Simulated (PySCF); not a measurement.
# GeSe: a composite coupled-cluster curve

One table from this session's results is given with a row withheld; the runs are named, their logs left out.

Program: PySCF 2.14.0. Level of theory: CCSD(T) on RHF, scalar-relativistic core potentials. These are calculated values, not measurements.

The first run:

| Item | Value |
| --- | --- |
| molecule | GeSe |
| state | singlet, unpaired electrons none |
| smaller basis | Ge cc-pwCVDZ-PP with ECP10, Se aug-cc-pVDZ-PP with ECP10 |
| larger basis | Ge cc-pwCVTZ-PP with ECP10, Se aug-cc-pVTZ-PP with ECP10 |
| frozen core orbitals | 13 |
| extrapolation | correlation as n⁻³ (n = 2, 3), Hartree–Fock as (n+1)·exp(−9√n) |
| corrections | core–valence correlation |
| distances (Å) | 1.8905, 1.9765, 2.0624, 2.1483, 2.2343, 2.3417, 2.4491 |
| masses (u) | 73.9212, 79.9165 |
| dissociation limit | Ge + Se |

Launch:

```console
$ OMP_NUM_THREADS=4 python comp.py task.json out
```

One of the session's tables, all rows but one given; the rest of the session is left out.

Parts of the energy along the bond, in eV from Ge + Se:

| R (Å) | HF/CBS | CCSD corr. | (T) | core–valence |
| --- | --- | --- | --- | --- |
| 1.8905 | -1.791 | -1.962 | -0.2688 | -0.1203 |
| 1.9765 | -2.419 | -1.968 | -0.2912 | -0.0935 |
| 2.0624 | -2.696 | -1.985 | -0.3172 | -0.0724 |
| 2.1483 | ? | ? | ? | ? |
| 2.2343 | -2.570 | -2.044 | -0.3815 | -0.0432 |
| 2.3417 | -2.212 | -2.094 | -0.4304 | -0.0317 |
| 2.4491 | -1.737 | -2.149 | -0.4863 | -0.0240 |

**Question.** Estimate the row for R (Å) = 2.1483.

Worked estimate for «HF/CBS». A straight line through the neighbours (2.0624, -2.696) and (2.2343, -2.570) gives -2.696 + (-2.570 + 2.696) × (2.1483 − 2.0624) / (2.2343 − 2.0624) = -2.633; a parabola fitted to 4 rows on both sides gives -2.718.

The run gave: HF/CBS: -2.722; CCSD corr.: -2.011; (T): -0.3473; core–valence: -0.0559. In «HF/CBS» the line misses by +0.089 and the parabola by +0.004.

To keep in mind: An extrapolation from double and triple zeta is rough, so this isn't yet the limit.
